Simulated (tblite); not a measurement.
# BrF3H2O: the cost of one run

Computed with tblite 0.8.0 and PySCF 2.14.0; each step states its level. No surroundings beyond the atoms listed, unless a continuum is named. Atoms count from 0, parts from 1.

## (1) The system as given

7 atoms, charge 0, multiplicity 1; geometry: rigid parts in contact. Parts: 1 = atoms 0–3, `FBr(F)F`, charge 0; 2 = atoms 4–6, `O`, charge 0.

## (2) Search for minima with GFN2-xTB

Job settings and geometry (Å):

```
{"job": {"kind": "dock", "xc": "GFN2-xTB", "basis": "xTB"}, "charge": 0, "multiplicity": 1, "parts": [{"atoms": "0-3", "charge": 0, "multiplicity": 1}, {"atoms": "4-6", "charge": 0, "multiplicity": 1}]}
F      1.558213     0.055504    -1.207960
Br     0.004767     0.005935    -0.003310
F     -0.699826    -1.725713     0.610572
F     -0.863154     1.664274     0.600698
O      1.438915     2.103177    -0.114098
H      1.118180     2.006145    -1.012935
H      2.334307     2.443011    -0.167214
```

Level: GFN2-xTB search for minima from random contacts, gas phase.

Run with:

```console
$ OMP_NUM_THREADS=1 python cluster_run.py task.json out
```

The driver reads the jobs from task.json and runs them one after another.

**Question.** How long does this first job take on 1 thread of Arm Neoverse V1, shared host?

About 1.6 s.
